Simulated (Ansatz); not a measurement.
# One shape, several levels: SiNH2Cl2O (SMILES N[Si]([O])(Cl)Cl)

Aim: a comparison of 6 runs (UHF/STO-3G, UHF/3-21G, UHF/def2-SVP, UB3LYP/6-31G*, UB3LYP/cc-pVDZ, UPBE0/def2-SVP) of SiNH2Cl2O. 

The results are computed with Ansatz 0.2.0.

3 further runs of the same task are left out: 1 for a known fault of the program, 1 that didn't finish, 1 set aside as unsound or not needed.

## Step 1: The system as given

The species is SiNH2Cl2O (7 atoms), meant as a doublet with charge 0. As SMILES, `N[Si]([O])(Cl)Cl`. The shape is that of a PBE0-D4/def2-TZVP optimisation. This is one conformer, not always the lowest.

Bond lengths: N1–Si2 1.706 Å, Si2–O3 1.616 Å, Si2–Cl4 2.028 Å, Si2–Cl5 2.028 Å, N1–H6 1.009 Å, N1–H7 1.009 Å. Angles: N1–Si2–O3 100.7°, N1–Si2–Cl4 110.0°, N1–Si2–Cl5 109.9°, O3–Si2–Cl4 113.4°, O3–Si2–Cl5 113.4°, Cl4–Si2–Cl5 109.1°, Si2–N1–H6 119.9°, Si2–N1–H7 119.9°, H6–N1–H7 112.5°.

## Step 2: Energy and forces at UHF/STO-3G (run 1)

Contents of job.yaml:

```yaml
crystal:
  periodic: [false, false, false]
  atoms:
    - symbol: "N"
      position_ang: [0.430000, -0.083200, 0.976600]
    - symbol: Si
      position_ang: [-0.271600, 0.056200, -0.572500]
    - symbol: O
      position_ang: [0.783100, -0.791700, -1.455700]
    - symbol: Cl
      position_ang: [-2.137300, -0.738800, -0.562700]
    - symbol: Cl
      position_ang: [-0.384500, 2.009200, -1.107200]
    - symbol: H
      position_ang: [1.264300, 0.438800, 1.199800]
    - symbol: H
      position_ang: [0.377400, -0.958600, 1.475900]
basis:
  gaussian:
    orbitals: STO-3G
magnetization:
  spin_polarized: true
  initial_magnetization: 1
hamiltonian:
  xc: hf
accuracy: high
output: {forces: true, orbitals: {seedname: orbitals}}
```

Command:

```
ansatz run job.yaml --threads 1 --pin off --max-ram 2610MiB --events-out events.jsonl --progress --plain --runs-dir runs
```

Standard output:

```text
Warning: RAYON_NUM_THREADS=1 ignored (pool sized by the plan → 1); use --threads N
Functional definition: HF
  name "HF"
  exchange = exact_x
  correlation = 0
808 factors; integrals over basis functions are off by at most 4.3e-8 eV
mean field evaluation 1: about -36006.2654 eV, gradient 2.9e1 eV
mean field evaluation 2: about -36006.3434 eV, gradient 2.9e1 eV
mean field evaluation 4: about -36015.2949 eV, gradient 8.0e0 eV
mean field evaluation 8: about -36017.5743 eV, gradient 8.7e-1 eV
mean field evaluation 16: about -36017.6213 eV, gradient 2.3e-8 eV
mean field evaluation 32: about -36017.2377 eV, gradient 2.8e0 eV
mean field evaluation 64: about -36006.2644 eV, gradient 2.9e1 eV
mean field -36017.62130110 eV, -1323.6231691947 hartree, gradient 2.6e-8 eV, S^2 0.754794; 2 other end points of the search recorded, 0 dependent functions left out
the calculation of the forces begins
reference -36017.62130110 eV, -1323.6231691947 hartree; 33, 32 occupied and 6, 7 virtual orbitals, 808 factors
Total energy: -36017.62130110 eV, -1323.6231691947 hartree
Atom 0 at     0.430000    -0.083200     0.976600 Å, force    -0.675349     0.397061    -0.154672 eV/Å
Atom 1 at    -0.271600     0.056200    -0.572500 Å, force    -0.121172     0.674388     3.000248 eV/Å
Atom 2 at     0.783100    -0.791700    -1.455700 Å, force     1.798645    -1.655768    -2.556315 eV/Å
Atom 3 at    -2.137300    -0.738800    -0.562700 Å, force    -1.189780    -0.577395    -0.114059 eV/Å
Atom 4 at    -0.384500     2.009200    -1.107200 Å, force    -0.031899     1.240787    -0.475319 eV/Å
Atom 5 at     1.264300     0.438800     1.199800 Å, force     0.209327     0.117572     0.119536 eV/Å
Atom 6 at     0.377400    -0.958600     1.475900 Å, force     0.010228    -0.196644     0.180581 eV/Å
Dipole moment:     0.476763    -0.262868     0.206989 e Å
```

Wall time 2.3 s (1 thread of Arm Neoverse V1, shared host).

## Step 3: Energy and forces at UHF/3-21G (run 2)

Contents of run.yaml:

```yaml
crystal:
  periodic: [false, false, false]
  atoms:
    - {symbol: "N", position_ang: [0.430000, -0.083200, 0.976600]}
    - {symbol: Si, position_ang: [-0.271600, 0.056200, -0.572500]}
    - {symbol: O, position_ang: [0.783100, -0.791700, -1.455700]}
    - {symbol: Cl, position_ang: [-2.137300, -0.738800, -0.562700]}
    - {symbol: Cl, position_ang: [-0.384500, 2.009200, -1.107200]}
    - {symbol: H, position_ang: [1.264300, 0.438800, 1.199800]}
    - {symbol: H, position_ang: [0.377400, -0.958600, 1.475900]}
basis:
  gaussian: {orbitals: 3-21G.json}
magnetization: {spin_polarized: true, initial_magnetization: 1}
hamiltonian: {xc: hf}
accuracy: high
output: {forces: true, orbitals: {seedname: orbitals}}
```

The basis set 3-21G is read from a file made from the Basis Set Exchange's data (not shown).

Command:

```
ansatz run run.yaml --threads 1 --pin off --max-ram 2610MiB --events-out events.jsonl --progress --plain --runs-dir runs
```

Standard output, shortened:

```text
Warning: RAYON_NUM_THREADS=1 ignored (pool sized by the plan → 1); use --threads N
[... 2 set-up lines as earlier in the session ...]
[...]
1395 factors; integrals over basis functions are off by at most 9.2e-9 eV
[...]
mean field -36241.65736693 eV, -1331.8563427570 hartree, gradient 2.8e-8 eV, S^2 0.755327; 1 other end points of the search recorded, 0 dependent functions left out
[...]
reference -36241.65736693 eV, -1331.8563427570 hartree; 33, 32 occupied and 28, 29 virtual orbitals, 1395 factors
Total energy: -36241.65736693 eV, -1331.8563427570 hartree
Atom 0 at     0.430000    -0.083200     0.976600 Å, force     0.615012    -0.338401     0.268493 eV/Å
Atom 1 at    -0.271600     0.056200    -0.572500 Å, force    -0.415439     0.879060     3.092769 eV/Å
Atom 2 at     0.783100    -0.791700    -1.455700 Å, force     2.331353    -2.039288    -2.776591 eV/Å
Atom 3 at    -2.137300    -0.738800    -0.562700 Å, force    -1.948248    -0.952023    -0.121642 eV/Å
Atom 4 at    -0.384500     2.009200    -1.107200 Å, force    -0.034593     2.051723    -0.717383 eV/Å
Atom 5 at     1.264300     0.438800     1.199800 Å, force    -0.376658     0.037740     0.159482 eV/Å
Atom 6 at     0.377400    -0.958600     1.475900 Å, force    -0.171428     0.361189     0.094871 eV/Å
Dipole moment:     0.409285    -0.184979     0.382506 e Å
```

Wall time 5.4 s (1 thread of Arm Neoverse V1, shared host).

Runs 3 to 5 aren't shown in full; the table further down has their settings and results.

## Step 4: Energy and forces at UPBE0/def2-SVP (run 6)

Contents of in.yaml:

```yaml
crystal:
  periodic: [false, false, false]
  atoms:
    - symbol: N
      position_ang: [0.430000, -0.083200, 0.976600]
    - symbol: Si
      position_ang: [-0.271600, 0.056200, -0.572500]
    - symbol: O
      position_ang: [0.783100, -0.791700, -1.455700]
    - symbol: Cl
      position_ang: [-2.137300, -0.738800, -0.562700]
    - symbol: Cl
      position_ang: [-0.384500, 2.009200, -1.107200]
    - symbol: H
      position_ang: [1.264300, 0.438800, 1.199800]
    - symbol: H
      position_ang: [0.377400, -0.958600, 1.475900]
basis:
  gaussian: {orbitals: def2-SVP}
total_charge: 0
magnetization: {spin_polarized: true, initial_magnetization: 1}
hamiltonian: {xc: pbe0}
accuracy: high
output: {forces: true, orbitals: {seedname: orbitals}}
```

Command:

```
ansatz run in.yaml --threads 1 --pin off --max-ram 2610MiB --events-out events.jsonl --progress --plain --runs-dir runs
```

Standard output, shortened:

```text
Warning: RAYON_NUM_THREADS=1 ignored (pool sized by the plan → 1); use --threads N
Functional definition: PBE0
  name "PBE0"
[...]
1897 factors; integrals over basis functions are off by at most 8.7e-9 eV
[...]
mean field -36466.62963601 eV, -1340.1239211539 hartree, gradient 2.5e-8 eV, S^2 0.757111; 2 other end points of the search recorded, 0 dependent functions left out
[...]
reference -36466.62963802 eV, -1340.1239212280 hartree; 33, 32 occupied and 59, 60 virtual orbitals, 1897 factors
Total energy: -36466.62963802 eV, -1340.1239212280 hartree
Atom 0 at     0.430000    -0.083200     0.976600 Å, force    -0.087806     0.075745     0.111408 eV/Å
Atom 1 at    -0.271600     0.056200    -0.572500 Å, force    -0.267462     0.191128     0.100014 eV/Å
Atom 2 at     0.783100    -0.791700    -1.455700 Å, force     0.460271    -0.373276    -0.397905 eV/Å
Atom 3 at    -2.137300    -0.738800    -0.562700 Å, force    -0.324346    -0.136936     0.013554 eV/Å
Atom 4 at    -0.384500     2.009200    -1.107200 Å, force    -0.019606     0.343833    -0.082206 eV/Å
Atom 5 at     1.264300     0.438800     1.199800 Å, force     0.253226     0.160134     0.085976 eV/Å
Atom 6 at     0.377400    -0.958600     1.475900 Å, force    -0.014277    -0.260627     0.169160 eV/Å
Dipole moment:     0.199705    -0.012784     0.576796 e Å
```

Wall time 31 s (1 thread of Arm Neoverse V1, shared host); peak memory 0.5 GiB.

## Step 5: Overview of the runs

```
run                                level  Cartesian functions   energy (Eh)  dipole moment (D)  HOMO energy (eV)  LUMO energy (eV)  wall time
  1                           UHF/STO-3G                   no  -1323.623169               2.80             -9.72              6.25      2.3 s
  2                            UHF/3-21G                   no  -1331.856343               2.83            -12.21              0.81      5.4 s
  3                         UHF/def2-SVP                   no  -1338.050248               1.88            -11.91              1.26       15 s
  4  UB3LYP/6-31G* (Cartesian functions)                  yes  -1341.158918               3.32             -8.43             -5.06       31 s
  5                       UB3LYP/cc-pVDZ                   no  -1341.215698               3.12             -8.28             -4.89       31 s
  6                       UPBE0/def2-SVP                   no  -1340.123921               2.93             -8.67             -4.60       31 s
```

## Step 6: What came out

```
                                 quantity           value
                      run 6: total energy  -1340.12392 Eh
                     run 6: dipole moment          2.93 D
run 6: HOMO energy (highest over α and β)        -8.67 eV
 run 6: LUMO energy (lowest over α and β)        -4.60 eV
                              run 6: ⟨S²⟩           0.757
          run 6: largest force on an atom      0.714 eV/Å
```

**Reading.** The dipole moment (its size) runs from 1.88 D (UHF/def2-SVP) to 3.32 D (UB3LYP/6-31G*). The two ends differ in method and basis. Totals of different functionals can't be ranked against each other. In run 1 the basis is minimal, so the values are rough. All runs together took 1.9 min, the longest 31 s.
